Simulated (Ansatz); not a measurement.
# BH₅SiZn: basis-set convergence

One table from this session's results is given with a row withheld; the runs are named, their logs left out.

The runs use Ansatz 0.2.0, Gaussian basis; one geometry, several basis sets.

Plan: PBE0-D4/def2-SVP; ωB97M-V/def2-SVP; PBE0-D4/def2-QZVPP; ωB97M-V/def2-QZVPP; the functionals' def2-TZVPP values are taken from earlier runs.

**Structure used throughout**

An earlier PBE0-D4 in a triple-zeta def2 set relaxation fixed the geometry.

8 atoms, charge 0, spin multiplicity 1.

Atoms are counted from 1 here; the program's logs count them from 0.

Bond lengths: B1–Si2 2.011 Å, B1–Zn3 2.230 Å, B1–H4 1.204 Å, B1–H5 1.204 Å, Si2–H6 1.496 Å, Si2–H7 1.492 Å, Si2–H8 1.492 Å. Angles: Si2–B1–Zn3 101.3°, Si2–B1–H4 119.8°, Si2–B1–H5 119.8°, Zn3–B1–H4 93.5°, Zn3–B1–H5 93.5°, H4–B1–H5 117.0°, B1–Si2–H6 108.1°, B1–Si2–H7 114.0°, B1–Si2–H8 114.0°, H6–Si2–H7 106.7°, H6–Si2–H8 106.7°, H7–Si2–H8 106.9°.

Set-up of the first run:

The input, in.yaml:

```yaml
crystal:
  periodic: [false, false, false]
  atoms:
    - {symbol: B, position_ang: [-0.792316, -0.230375, -0.615580]}
    - {symbol: Si, position_ang: [0.607512, 0.579234, 0.579949]}
    - {symbol: Zn, position_ang: [-0.052370, -2.325942, -0.797288]}
    - {symbol: H, position_ang: [-1.851709, -0.567097, -0.153512]}
    - {symbol: H, position_ang: [-0.750603, -0.035162, -1.802744]}
    - {symbol: H, position_ang: [0.249990, 2.014149, 0.808146]}
    - {symbol: H, position_ang: [1.981808, 0.566800, -0.000052]}
    - {symbol: H, position_ang: [0.699788, -0.058605, 1.925281]}
basis:
  gaussian: {orbitals: def2-SVP}
hamiltonian: {xc: pbe0, dispersion: d4}
output: {orbitals: {seedname: orbitals}}
```

On the command line:

```
$ ansatz run in.yaml --threads 2 --pin off --events-out ev --progress --plain --max-ram 4352MiB
```

Steps of the session up to this table: PBE0-D4 in def2-SVP; ωB97M-V in def2-SVP; PBE0-D4 in def2-QZVPP; ωB97M-V in def2-QZVPP.

One of the session's tables, all rows but one given; the rest of the session is left out.

It belongs to the step «Density functionals: the series». 

| functional | basis | HOMO (eV) | LUMO (eV) |
| --- | --- | --- | --- |
| PBE0-D4 | def2-SVP | -7.14 | -2.49 |
| PBE0-D4 | def2-TZVPP | -7.30 | -2.65 |
| PBE0-D4 | def2-QZVPP | -7.29 | -2.66 |
| ωB97M-V | def2-SVP | ? | ? |
| ωB97M-V | def2-TZVPP | -9.24 | -0.93 |
| ωB97M-V | def2-QZVPP | -9.23 | -0.99 |

Q: Estimate the row for ωB97M-V, def2-SVP from the others.

**Answer.** HOMO (eV): -9.04; LUMO (eV): -0.72. In the column «HOMO (eV)» it lies between ωB97M-V, def2-QZVPP (-9.23) and PBE0-D4, def2-TZVPP (-7.30).
